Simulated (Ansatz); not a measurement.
# TmGaC: the cost of one run

Program: Ansatz 0.2.0. Level of theory: DFT PBE, scalar-relativistic, plane waves, PAW; 4f electrons in the core of a trivalent norm-conserving potential. These are calculated values, not measurements.

**1. The structure to begin with**

Symmetry: Pmmm, No. 47, orthorhombic system. Conventional cell: a = 3.689 Å, b = 3.714 Å, c = 3.743 Å, α = 90.00°, β = 90.00°, γ = 90.00°. Tm (site symmetry mmm) has 4 C at 2.62 Å in its first shell of neighbours. Ga (site symmetry mmm) has 2 C at 1.87 Å in its first shell of neighbours. Around C (site symmetry mmm) lie 2 Ga at 1.87 Å and 4 Tm at 2.62 Å.

Coordinates:

```cif
data_structure
_symmetry_space_group_name_H-M 'P 1'
_symmetry_Int_Tables_number 1
_cell_length_a 3.6890
_cell_length_b 3.7144
_cell_length_c 3.7428
_cell_angle_alpha 90.000
_cell_angle_beta 90.000
_cell_angle_gamma 90.000
_cell_volume 51.28
loop_
_atom_site_label
_atom_site_type_symbol
_atom_site_fract_x
_atom_site_fract_y
_atom_site_fract_z
_atom_site_occupancy
Tm1 Tm 0.00000 0.00000 0.00000 1
Ga1 Ga 0.50000 0.50000 0.50000 1
C1 C 0.50000 0.50000 0.00000 1
```

A structure generator made this guess: species swapped into a database cell of TbCoC (Pmmm, No. 47), with Tm on the Tb sites and Ga on the Co sites. Its size is a rough estimate.

**2. The guess as it stands, on a coarse mesh**

The input, input.yaml:

```yaml
crystal:
  lattice:
    - [3.6889858, 0.0, 0.0]
    - [0.0, 3.71435995, 0.0]
    - [0.0, 0.0, 3.74280386]
  atoms:
    - { symbol: Tm, position: [0.0, 0.0, 0.0] }
    - { symbol: Ga, position: [0.5, 0.5, 0.5] }
    - { symbol: C, position: [0.5, 0.5, 0.0] }
basis:
  ecutwfc: 690
kpoints:
  mp_grid: { grid: [6, 6, 6] }
hamiltonian:
  xc: pbe
  pseudopotentials:
    kind: paw
    azcp: { Tm: "pseudopotentials/pbe/nc/lanthanide_3plus/Tm.nc.azcp" }
scf:
  occupations: { method: gaussian, width: 0.1 }
  lower_state_search: "off"
output:
  forces: true
  stress: true
  eigenvalues: true
```

Command:

```bash
ansatz run input.yaml --threads 1 --pin off --max-ram 2560MiB --backend cpu --events-out ev --progress --plain --runs-dir out
```

**Question.** How long does this run take on 1 thread of Intel Xeon at 2.70GHz, shared host, and how much memory does it need?

About 12 s, with a peak of 0.41 GiB.
